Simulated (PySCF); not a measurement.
# C4H6BCl2N: the cost of one run

Programs: PySCF 2.14.0, with density-fitted response routines of our own. Each step states its level of theory. These are calculated values for one molecule in the gas phase, unless marked as measured. Atoms are numbered from 0 throughout.

### Step 1. Starting geometry

14 atoms, charge 0, multiplicity 1; geometry from: GFN2-xTB.

Bonds of the start (Å): C0–B1 1.56, B1–C2 1.60, C2–C3 1.53, C3–Cl4 1.79, C3–Cl5 1.79, C3–C6 1.52, C6–N7 1.26, N7–B1 1.47, C0–H8 1.09, C0–H9 1.09, C0–H10 1.09, C2–H11 1.09, C2–H12 1.09, C6–H13 1.08.

### Step 2. Excited states and response: B3LYP/def2-SVPD

The job: settings as JSON, then the geometry in Å.

```
{"job": {"kind": "uv", "xc": "B3LYP", "basis": "def2-SVPD", "nstates": 8, "ntriplets": 3}, "charge": 0, "multiplicity": 1}
C      2.271704    -0.033143     0.314399
B      0.715107    -0.032762     0.262399
C     -0.258273     0.014933    -1.006148
C     -1.638244     0.040750    -0.350322
Cl    -2.541076     1.549047    -0.674213
Cl    -2.669647    -1.342795    -0.810544
C     -1.342219    -0.031672     1.133783
N     -0.128943    -0.069087     1.468416
H      2.635420    -0.868438     0.910013
H      2.751274    -0.070266    -0.659159
H      2.621279     0.861011     0.829116
H     -0.155774    -0.858621    -1.649983
H     -0.110811     0.886493    -1.643052
H     -2.150476    -0.045921     1.853128
```

Method: TDDFT B3LYP/def2-SVPD, vertical, gas phase, core orbitals frozen in the response.

Launch:

```
$ OMP_NUM_THREADS=1 python probes_run.py task.json out
```

The driver reads the jobs from task.json and runs them one after another.

**Question.** How long does this job take on 1 thread of Arm Neoverse V1, shared host, and how much memory does it need?

About 38 s, with a peak of 0.84 GiB.
